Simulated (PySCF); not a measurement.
# [La(H2S)]3+: forces at shaken geometries

How stiff is [La(H2S)]3+? Its atoms are displaced at random by several amounts. The structure is generated, not taken from experiment.

Method: B3LYP, La lcecp-1-SVP with ECP46, S def2-SVP, H def2-SVP; scalar-relativistic core potentials, no spin–orbit coupling; program: PySCF 2.14.0.

1 further run of the same task is left out (for a known fault of the program).

**1. The system as given**

4 atoms, charge 3, spin multiplicity 1.

Bond lengths: La1–S2 2.944 Å, S2–H3 1.377 Å, S2–H4 1.377 Å. Angles: La1–S2–H3 111.0°, La1–S2–H4 111.0°, H3–S2–H4 98.0°.

Geometry (Å):

```xyz
4
charge 3, multiplicity 1
La    0.0000    0.0049   -0.5504
S     0.0000   -0.0158    2.3933
H     1.0393    0.7380    2.8920
H    -1.0393    0.7380    2.8920
```

Formal oxidation states: La +3. The 4f shell is empty and lies in the core potential. An earlier session relaxed this geometry at B3LYP, La lcecp-1-SVP with ECP46, S def2-SVP, H def2-SVP (singlet, point group Cs).

Its energy there is -429.592161 Eh.

**2. Atoms moved at random, σ = 0.15 Å**

Contents of run.py (the lines that set the calculation):

```python
mol = gto.M(atom='''
La     0.01698    -0.10579    -0.67521
S      0.12618     0.09564     2.33244
H      0.93277     0.74479     2.88360
H     -1.07593     0.73039     3.08600''',
    basis={'La': 'lcecp-1-SVP', 'S': 'def2-SVP', 'H': 'def2-SVP'},
    ecp={'La': 'lcecp-1-SVP'},
    charge=3, spin=0)
mf = dft.RKS(mol, xc='B3LYP')
mf.grids.atom_grid = (50, 194)  # f atoms: unpruned, at least (60, 302)
mf = mf.density_fit()  # fitting sets: La AutoAux, S def2-universal-JKFIT, H def2-universal-JKFIT
mf.conv_tol = 1e-08; mf.max_cycle = 55
mf.kernel(dm0)  # dm0: the density of the relaxed state
```

Command:

```
> OMP_NUM_THREADS=2 python run.py
```

Standard output:

```text
init E= -429.522472098373
  HOMO = -0.851964142185016  LUMO = -0.730073585512459  gap/eV = 3.31681
cycle= 1 E= -429.551222062827  delta_E= -0.0287  |g|= 0.0883  |ddm|= 0.389
  HOMO = -0.821019301807189  LUMO = -0.729469943559977  gap/eV = 2.49118
cycle= 2 E= -429.549903718679  delta_E= 0.00132  |g|= 0.104  |ddm|= 0.301
  HOMO = -0.837555751580888  LUMO = -0.719831736317928  gap/eV = 3.20343
cycle= 3 E= -429.554075601961  delta_E= -0.00417  |g|= 0.0302  |ddm|= 0.213
  HOMO = -0.833401544143877  LUMO = -0.722462545095073  gap/eV = 3.01880
cycle= 4 E= -429.554489358839  delta_E= -0.000414  |g|= 0.00292  |ddm|= 0.0548
  HOMO = -0.83395447214035  LUMO = -0.722655340115436  gap/eV = 3.02860
cycle= 5 E= -429.554493323291  delta_E= -3.96e-06  |g|= 0.00118  |ddm|= 0.00646
  HOMO = -0.834033251309984  LUMO = -0.722454844996486  gap/eV = 3.03620
cycle= 6 E= -429.554494156146  delta_E= -8.33e-07  |g|= 0.000215  |ddm|= 0.00261
  HOMO = -0.83406023570018  LUMO = -0.722443893445896  gap/eV = 3.03724
cycle= 7 E= -429.554494191601  delta_E= -3.55e-08  |g|= 6.15e-05  |ddm|= 0.000738
  HOMO = -0.834055086875884  LUMO = -0.722445324630286  gap/eV = 3.03706
cycle= 8 E= -429.554494194311  delta_E= -2.71e-09  |g|= 9.12e-06  |ddm|= 0.000212
  HOMO = -0.834054832055314  LUMO = -0.722448084973836  gap/eV = 3.03697
Extra cycle  E= -429.554494194359  delta_E= -4.79e-11  |g|= 8.1e-06  |ddm|= 4.24e-05
converged SCF energy = -429.554494194359
```

It took 1.1 s on 2 threads of Arm Neoverse V2, shared host.

Result: E = -429.554494 Eh (+1.025 eV from the relaxed state), HOMO -22.70 eV, LUMO -19.66 eV, Mulliken charge on La1 +2.43 e, largest force component 7.746 eV/Å. The large-core potential holds the 4f shell empty.

| atom | Fx | Fy | Fz (eV/Å) |
| --- | --- | --- | --- |
| La1 | 0.067 | 0.122 | 0.463 |
| S2 | -7.746 | -3.536 | -2.569 |
| H3 | 5.853 | 4.512 | 3.477 |
| H4 | 1.827 | -1.098 | -1.371 |

**3. Atoms moved at random, σ = 0.06 Å**

Changes to run.py (the lines that set the calculation) since step 2:

```diff
@@ -1,6 +1,6 @@
 mol = gto.M(atom='''
-La     0.01698    -0.10579    -0.67521
-S      0.12618     0.09564     2.33244
-H      0.93277     0.74479     2.88360
-H     -1.07593     0.73039     3.08600''',
+La     0.02742    -0.01771    -0.50337
+S     -0.05205     0.04710     2.32005
+H      1.08754     0.71542     2.85537
+H     -1.06291     0.72021     2.95478''',
     basis={'La': 'lcecp-1-SVP', 'S': 'def2-SVP', 'H': 'def2-SVP'},
```

Command:

```
> OMP_NUM_THREADS=2 python run.py
```

Standard output:

```text
init E= -429.598196214654
  HOMO = -0.857906654981177  LUMO = -0.720856293501055  gap/eV = 3.72933
cycle= 1 E= -429.589596943766  delta_E= 0.0086  |g|= 0.0205  |ddm|= 0.224
  HOMO = -0.858747980096448  LUMO = -0.722077798624815  gap/eV = 3.71899
cycle= 2 E= -429.589733628638  delta_E= -0.000137  |g|= 0.0155  |ddm|= 0.0555
  HOMO = -0.860089060943979  LUMO = -0.72116663447252  gap/eV = 3.78027
cycle= 3 E= -429.589814960004  delta_E= -8.13e-05  |g|= 0.00328  |ddm|= 0.0231
  HOMO = -0.859239901890385  LUMO = -0.721727000179328  gap/eV = 3.74192
cycle= 4 E= -429.589819037515  delta_E= -4.08e-06  |g|= 0.00243  |ddm|= 0.0106
  HOMO = -0.859633013184892  LUMO = -0.721581306853932  gap/eV = 3.75658
cycle= 5 E= -429.589821577388  delta_E= -2.54e-06  |g|= 0.00034  |ddm|= 0.00403
  HOMO = -0.859641899993095  LUMO = -0.721532776877137  gap/eV = 3.75814
cycle= 6 E= -429.589821644959  delta_E= -6.76e-08  |g|= 5.69e-05  |ddm|= 0.00086
  HOMO = -0.859646515939266  LUMO = -0.721537491709339  gap/eV = 3.75814
cycle= 7 E= -429.589821647572  delta_E= -2.61e-09  |g|= 9.41e-06  |ddm|= 0.000199
  HOMO = -0.859645546545382  LUMO = -0.721537831877375  gap/eV = 3.75810
Extra cycle  E= -429.589821647645  delta_E= -7.25e-11  |g|= 6.4e-06  |ddm|= 3.56e-05
converged SCF energy = -429.589821647645
```

Run time: 1.1 s. Hardware: 2 threads of Arm Neoverse V2, shared host.

Result: E = -429.589822 Eh (+0.064 eV from the relaxed state), HOMO -23.39 eV, LUMO -19.63 eV, Mulliken charge on La1 +2.38 e, largest force component 1.024 eV/Å. The large-core potential holds the 4f shell empty.

| atom | Fx | Fy | Fz (eV/Å) |
| --- | --- | --- | --- |
| La1 | -0.054 | -0.014 | -0.500 |
| S2 | 1.024 | 0.254 | 0.664 |
| H3 | -0.811 | -0.413 | -0.235 |
| H4 | -0.158 | 0.173 | 0.071 |

**4. Atoms moved at random, σ = 0.15 Å**

Changes to run.py (the lines that set the calculation) since step 3:

```diff
@@ -1,6 +1,6 @@
 mol = gto.M(atom='''
-La     0.02742    -0.01771    -0.50337
-S     -0.05205     0.04710     2.32005
-H      1.08754     0.71542     2.85537
-H     -1.06291     0.72021     2.95478''',
+La    -0.10082    -0.14137    -0.45664
+S      0.24529    -0.03359     2.55533
+H      0.91590     0.75837     2.80076
+H     -1.06037     0.88162     2.72738''',
     basis={'La': 'lcecp-1-SVP', 'S': 'def2-SVP', 'H': 'def2-SVP'},
```

Command:

```
> OMP_NUM_THREADS=2 python run.py
```

Standard output:

```text
init E= -429.459026544769
  HOMO = -0.884033412469728  LUMO = -0.74106246477667  gap/eV = 3.89044
cycle= 1 E= -429.49375643056  delta_E= -0.0347  |g|= 0.12  |ddm|= 0.58
  HOMO = -0.848110850894349  LUMO = -0.732740370522729  gap/eV = 3.13939
cycle= 2 E= -429.495327473068  delta_E= -0.00157  |g|= 0.105  |ddm|= 0.313
  HOMO = -0.858974464735708  LUMO = -0.724461267591513  gap/eV = 3.66029
cycle= 3 E= -429.499562826755  delta_E= -0.00424  |g|= 0.0163  |ddm|= 0.166
  HOMO = -0.856470674723271  LUMO = -0.726579437272233  gap/eV = 3.53452
cycle= 4 E= -429.4996776925  delta_E= -0.000115  |g|= 0.00455  |ddm|= 0.0354
  HOMO = -0.857394131156008  LUMO = -0.726692795807862  gap/eV = 3.55656
cycle= 5 E= -429.499687095836  delta_E= -9.4e-06  |g|= 0.00114  |ddm|= 0.00911
  HOMO = -0.857305458471687  LUMO = -0.726546224645375  gap/eV = 3.55814
cycle= 6 E= -429.499687784759  delta_E= -6.89e-07  |g|= 0.00022  |ddm|= 0.00252
  HOMO = -0.857314660282279  LUMO = -0.726539466149152  gap/eV = 3.55857
cycle= 7 E= -429.499687832971  delta_E= -4.82e-08  |g|= 6.22e-05  |ddm|= 0.000908
  HOMO = -0.857308763151872  LUMO = -0.726544712778103  gap/eV = 3.55827
cycle= 8 E= -429.499687836494  delta_E= -3.52e-09  |g|= 1.13e-05  |ddm|= 0.000248
  HOMO = -0.857309878810367  LUMO = -0.726545337162839  gap/eV = 3.55828
Extra cycle  E= -429.499687836595  delta_E= -1.01e-10  |g|= 6.31e-06  |ddm|= 4.39e-05
converged SCF energy = -429.499687836595
```

Run time: 1.1 s. Hardware: 2 threads of Arm Neoverse V2, shared host.

Read off: E = -429.499688 Eh (+2.516 eV from the relaxed state), HOMO -23.33 eV, LUMO -19.77 eV, Mulliken charge on La1 +2.41 e, largest force component 13.490 eV/Å. The large-core potential holds the 4f shell empty.

| atom | Fx | Fy | Fz (eV/Å) |
| --- | --- | --- | --- |
| La1 | 0.226 | -0.068 | 0.169 |
| S2 | -13.490 | -10.786 | -3.972 |
| H3 | 10.840 | 12.613 | 3.755 |
| H4 | 2.424 | -1.759 | 0.047 |

**5. The displacements side by side**

| σ (Å) | energy rise (eV) | harmonic estimate −½ F·u (eV) | largest force component (eV/Å) |
| --- | --- | --- | --- |
| 0.15 | 1.025 | 1.116 | 7.75 |
| 0.06 | 0.064 | 0.063 | 1.02 |
| 0.15 | 2.516 | 2.746 | 13.49 |

Every displacement raises the energy. For a harmonic well the rise equals −½ F·u; the two differ by at most 9 % here (a move with σ = 0.15 Å), from anharmonicity, the grid and the small forces left at the relaxed point. These are double-zeta-type bases without diffuse functions. Spin–orbit coupling is left out.
